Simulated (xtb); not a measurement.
# C3H7GeS− (SMILES C=C[CH]([S-])[GeH3]): a first try and a second

Wanted: energy and one-electron properties of C3H7GeS−, GFN2-xTB (ALPB furane).

The calculation is run with xtb 6.7.1.

3 further runs of the same task are left out: 3 set aside as unsound or not needed.

### 1 The system as given

The species is C3H7GeS− (12 atoms), meant as a singlet with charge -1. SMILES: `C=C[CH]([S-])[GeH3]`. Geometry: a GFN2-xTB relaxation, a rough one for these elements and not checked as a minimum. This is one conformer, not always the lowest.

Bond lengths: C1–C2 1.328 Å, C2–C3 1.462 Å, C3–S4 1.837 Å, C3–Ge5 1.956 Å, C1–H6 1.080 Å, C1–H7 1.080 Å, C2–H8 1.085 Å, C3–H9 1.093 Å, Ge5–H10 1.582 Å, Ge5–H11 1.499 Å, Ge5–H12 1.498 Å. Some angles: C1–C2–C3 125.2°, C2–C3–S4 113.5°, C2–C3–Ge5 114.7°, S4–C3–Ge5 91.5°, C1–C2–H8 119.9°, C3–C2–H8 114.9°, C2–C1–H6 121.6°, C2–C1–H7 122.2°, C2–C3–H9 111.8°, S4–C3–H9 110.3°.

### 2 First attempt

detailed.inp reads:

```
$scc
   maxiterations=100
$end
```

input.xyz reads:

```xyz
12
start
C     -2.177550     0.125160    -0.370170
C     -0.920930    -0.238530    -0.598320
C      0.070280    -0.538610     0.433190
S      0.981650    -2.106750     0.139570
Ge     1.720390     0.504590     0.308390
H     -2.560560     0.235350     0.633090
H     -2.872780     0.328820    -1.171060
H     -0.570820    -0.363800    -1.617260
H     -0.372540    -0.539480     1.432580
H      1.605700     2.070340     0.501080
Zz     2.731300     0.124040     1.348010
H      2.365850     0.398860    -1.039100
```

Command:

```
$ xtb input.xyz --lmo --molden --alpb furane --gfn2 --chrg -1 --input detailed.inp -P 1 | tee out.txt
```

Standard output:

```text
* xtb version 6.7.1
########################################################################
[ERROR] Program stopped due to fatal error
-2- reading geometry input 'input.xyz' failed
-1- Error: Cannot map symbol to atomic number
  --> input.xyz:13:1-2
   |
13 | Zz     2.731300     0.124040     1.348010
   | ^^ unknown element
   |
########################################################################
```

Standard error:

```text
ERROR STOP
Error termination. Backtrace:
abnormal termination of xtb
```

Wall time 0.026 s (1 thread of Arm Neoverse N1, shared host).

### 3 Diagnosis

The program refused the input.

The telling line is `| ^^ unknown element`. The fault: the input names an element that the program doesn't know.

### 4 Second attempt

coord reads:

```
$coord
     -4.114973122679      0.236518121758     -0.699519919553  c
     -1.740305479952     -0.450756372507     -1.130660934886  c
      0.132809952039     -1.017825387985      0.818610459927  c
      1.855049650239     -3.981180513055      0.263749075214  s
      3.251065927545      0.953536905225      0.582772639573  ge
     -4.838757125672      0.444747043431      1.196366712239  h
     -5.428767416302      0.621379744299     -2.212982675504  h
     -1.078693466459     -0.687482364139     -3.056178472312  h
     -0.703998570468     -1.019469449713      2.707183851616  h
      3.034333238312      3.912375584858      0.946903966527  h
      5.161408964190      0.234401628499      2.547369713257  h
      4.470808551946      0.753736162068     -1.963614416099  h
$end
```

Command:

```
$ xtb coord --lmo --chrg -1 --uhf 0 --alpb furane --molden > coord.out 2> xtb.err
```

Standard output:

```text
* xtb version 6.7.1
[...]
      * Solvation model:               ALPB
        Solvent                        furane
[...]
        Solvent mass                       6.8070E+01 g/mol
[...]
          :  # basis functions                  39          :
[...]
          :  # electrons                        30          :
[...]
          :  Hamiltonian                  GFN2-xTB          :
[...]
          :  net charge                         -1          :
          :  unpaired electrons                  0          :
[...]
   *** convergence criteria satisfied after 13 iterations ***
[...]
         ::                     SUMMARY                     ::
         :::::::::::::::::::::::::::::::::::::::::::::::::::::
         :: total energy             -15.399970447349 Eh    ::
         :: w/o Gsasa/hb/shift       -15.391210098163 Eh    ::
         :: gradient norm              0.011433847014 Eh/a0 ::
         :: HOMO-LUMO gap              2.351306168817 eV    ::
         ::.................................................::
         :: SCC energy               -15.571144990780 Eh    ::
         :: -> isotropic ES            0.126520969590 Eh    ::
         :: -> anisotropic ES          0.003239990586 Eh    ::
         :: -> anisotropic XC          0.011530106594 Eh    ::
         :: -> dispersion             -0.009757986834 Eh    ::
         :: -> Gsolv                  -0.074066391732 Eh    ::
         ::    -> Gelec               -0.065306042546 Eh    ::
         ::    -> Gsasa               -0.010745152369 Eh    ::
         ::    -> Ghb                 -0.000001801739 Eh    ::
         ::    -> Gshift               0.001986604922 Eh    ::
[...]
        15        2.0000           -0.2564983              -6.9797 (HOMO)
        16                         -0.1700893              -4.6284 (LUMO)
[...]
     #   Z          covCN         q      C6AA      α(0)
     1   6          2.838    -0.110    30.782     9.092
     2   6          2.944    -0.023    28.581     8.768
     3   6          3.765     0.042    19.907     6.359
     4  16          1.575    -0.843   181.412    22.681
     5  32          4.276     0.158   168.333    23.281
     6   1          0.926     0.009     2.909     2.667
     7   1          0.926     0.014     2.832     2.632
     8   1          0.925     0.015     2.815     2.624
     9   1          0.924    -0.028     3.589     2.963
    10   1          0.909    -0.136     7.028     4.147
    11   1          0.938    -0.047     4.021     3.135
    12   1          0.938    -0.050     4.093     3.163
[...]
molecular dipole:
                 x           y           z       tot (Debye)
 q only:       -1.543       2.896      -0.283
   full:       -2.043       3.011      -0.197       9.262
molecular quadrupole (traceless):
[...]
          | TOTAL ENERGY              -15.399970447349 Eh   |
          | GRADIENT NORM               0.011433847014 Eh/α |
          | HOMO-LUMO GAP               2.351306168817 eV   |
           -------------------------------------------------
[...]
```

Standard error:

```text
normal termination of xtb
```

It also wrote xtblmoinfo:

```text
12
 6       -4.1149731227        0.2365181218       -0.6995199196 -0.1103590331E+00
 6       -1.7403054800       -0.4507563725       -1.1306609349 -0.2311533344E-01
 6        0.1328099520       -1.0178253880        0.8186104599  0.4203471889E-01
16        1.8550496502       -3.9811805131        0.2637490752 -0.8426234815E+00
32        3.2510659275        0.9535369052        0.5827726396  0.1583826636E+00
 1       -4.8387571257        0.4447470434        1.1963667122  0.8854495891E-02
 1       -5.4287674163        0.6213797443       -2.2129826755  0.1361048314E-01
 1       -1.0786934665       -0.6874823641       -3.0561784723  0.1472831917E-01
 1       -0.7039985705       -1.0194694497        2.7071838516 -0.2784115149E-01
 1        3.0343332383        3.9123755849        0.9469039665 -0.1362354202E+00
 1        5.1614089642        0.2344016285        2.5473697133 -0.4723898772E-01
 1        4.4708085519        0.7537361621       -1.9636144161 -0.5019727319E-01
   15    3.64385193   -0.17008935   -0.25777131  -15.57115900
 1       -0.8071888089       -0.7253833413       -0.1536842138
 1       -4.9837636948        0.4927330017       -1.7091746330
 1       -4.5991377831        0.3768554330        0.5665690899
 1       -1.3031277657       -0.5978469849       -2.4103245735
 1       -0.4220153689       -1.0109509230        2.1010789871
 3       -2.7922487259        0.4155483842       -0.8968106508
 3       -3.0984718800       -0.6139482260       -0.8924055696
 1        4.7280087471        0.4001251757        2.1240336895
 1        0.8474245667       -2.3933949471        0.5141842365
 1        4.1980195045        0.8068685532       -1.4131423235
 1        1.1780190468       -0.0302166641        0.7129714489
 1        3.0388624668        3.3075003624        0.8779394031
 2        1.6737051010       -4.4174633026        1.0010946989
 2        1.5555592775       -4.2718186378       -0.5320224762
 2        2.7384464741       -3.6146967411        0.2245828509
  0.007762  0.007783  0.013402  0.905417  0.043002  0.000006  0.000676  0.000210  0.007537  0.013725
  0.000240  0.000240
  0.422204  0.414332  0.004313  0.080580  0.061790 -0.000001  0.000020  0.000007  0.001299  0.005871
  0.008915  0.000670
```

Wall time 0.047 s (1 thread of Arm Neoverse N1, shared host).

Atomic charges (e):

| atom | Mulliken |
| --- | --- |
| C1 | -0.110 |
| C2 | -0.023 |
| C3 | +0.042 |
| S4 | -0.843 |
| Ge5 | +0.158 |
| H6 | +0.009 |
| H7 | +0.014 |
| H8 | +0.015 |
| H9 | -0.028 |
| H10 | -0.136 |
| H11 | -0.047 |
| H12 | -0.050 |

### 5 Outcome

At GFN2-xTB (ALPB furane):

| quantity | value |
| --- | --- |
| total energy | -15.39997 Eh |
| HOMO energy | -6.98 eV |
| LUMO energy | -4.63 eV |
| HOMO–LUMO gap | 2.35 eV |
| dispersion energy | -25.62 kJ/mol |
| solvent term in the energy | -194.5 kJ/mol |
| mean polarisability (D4 model) | 91.5 bohr³ |

Mulliken charges run from -0.84 on S4 to +0.16 on Ge5.
